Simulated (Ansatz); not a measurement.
# CH5BO2Se: the cost of one run

Computed with Ansatz 0.2.0 through its Python package. The levels of theory stand in the script.

## 1. The system

Bond lengths: B1–C2 1.543 Å, C2–O3 1.401 Å, C2–O4 1.393 Å, C2–Se5 1.953 Å, B1–H6 1.242 Å, B1–H7 1.186 Å, O3–H8 0.929 Å, O4–H9 1.059 Å, Se5–H10 1.496 Å. Angles: B1–C2–O3 108.7°, B1–C2–O4 114.4°, B1–C2–Se5 107.7°, O3–C2–O4 111.4°, O3–C2–Se5 108.8°, O4–C2–Se5 105.6°, C2–B1–H6 121.3°, C2–B1–H7 123.0°, H6–B1–H7 115.5°, C2–O3–H8 109.8°, C2–O4–H9 107.3°, C2–Se5–H10 92.4°.

No structure file is read: the coordinates are typed or built in the script.

## 2. Script

run_methods.py

```python
"""One geometry of CH5BO2Se, method by method."""

from pathlib import Path

import ansatz as az
import numpy as np

SETTINGS = {
    "basis_set": "def2-SVP",
}


def main() -> None:
    geometry_ang = [
        ("B", (-0.8553, 0.5165, -0.5975)),
        ("C", (0.2776, -0.027, 0.2975)),
        ("O", (0.4625, -1.3859, 0.0135)),
        ("O", (0.0868, 0.1851, 1.6609)),
        ("Se", (1.9108, 0.9408, -0.1595)),
        ("H", (-1.8546, 1.0692, -0.1099)),
        ("H", (-0.8102, 0.4942, -1.7829)),
        ("H", (-0.2862, -1.8675, 0.2801)),
        ("H", (-0.7833, -0.3476, 1.944)),
        ("H", (1.935, 0.3711, -1.5431)),
    ]
    ch5bo2se = az.Crystal.molecule()
    for symbol, xyz in geometry_ang:
        ch5bo2se = ch5bo2se.atom(symbol, xyz)

    base = ch5bo2se.calculation()
    base = base.basis(gaussian=SETTINGS["basis_set"])
    base = base.accuracy("medium")

    print("functional    E (Ha)        dipole (D)   HOMO (eV)  LUMO (eV)")
    for name in ["lda", "hf", "r2scan0", "revpbe", "cam_b3lyp"]:
        rep = base.functional(name).forces().orbitals().run(threads=1, runs_dir="runs").report
        lines = Path(rep["orbitals_path"]).read_text().splitlines()
        field_of = lambda key: [line.split("=")[1].strip() for line in lines if line.startswith(key)]
        orbitals = [(27.211386 * float(e), s, float(n)) for e, s, n in zip(field_of("Ene="), field_of("Spin="), field_of("Occup="))]
        homo = max(e for e, _, n in orbitals if n > 0.5)
        lumo = min(e for e, _, n in orbitals if n < 0.5)
        dipole = 4.803205 * np.linalg.norm(rep["charge_distribution"]["dipole_moment_e_ang"])
        print(f"{name:10s} {rep['free_energy_ev'] / 27.211386246:14.6f} {dipole:9.3f} {homo:11.3f} {lumo:10.3f}")


if __name__ == "__main__":
    main()
```

## 3. What the engine is handed

The package turns the script's settings into the engine's input (first run):

```yaml
crystal:
  periodic: [false, false, false]
  atoms:
    - { symbol: B, position_ang: [-0.8553, 0.5165, -0.5975] }
    - { symbol: C, position_ang: [0.2776, -0.027, 0.2975] }
    - { symbol: O, position_ang: [0.4625, -1.3859, 0.0135] }
    - { symbol: O, position_ang: [0.0868, 0.1851, 1.6609] }
    - { symbol: Se, position_ang: [1.9108, 0.9408, -0.1595] }
    - { symbol: H, position_ang: [-1.8546, 1.0692, -0.1099] }
    - { symbol: H, position_ang: [-0.8102, 0.4942, -1.7829] }
    - { symbol: H, position_ang: [-0.2862, -1.8675, 0.2801] }
    - { symbol: H, position_ang: [-0.7833, -0.3476, 1.944] }
    - { symbol: H, position_ang: [1.935, 0.3711, -1.5431] }
accuracy: medium
basis:
  gaussian:
    orbitals: def2-SVP
hamiltonian:
  xc: lda
output:
  orbitals: {}
  forces: true
```

## 4. Launch

Started as:

```bash
> python run_methods.py
```

Q: Estimate wall time and peak memory on 1 thread of Arm Neoverse V1, shared host.

About 29 s, with a peak of 0.38 GiB.
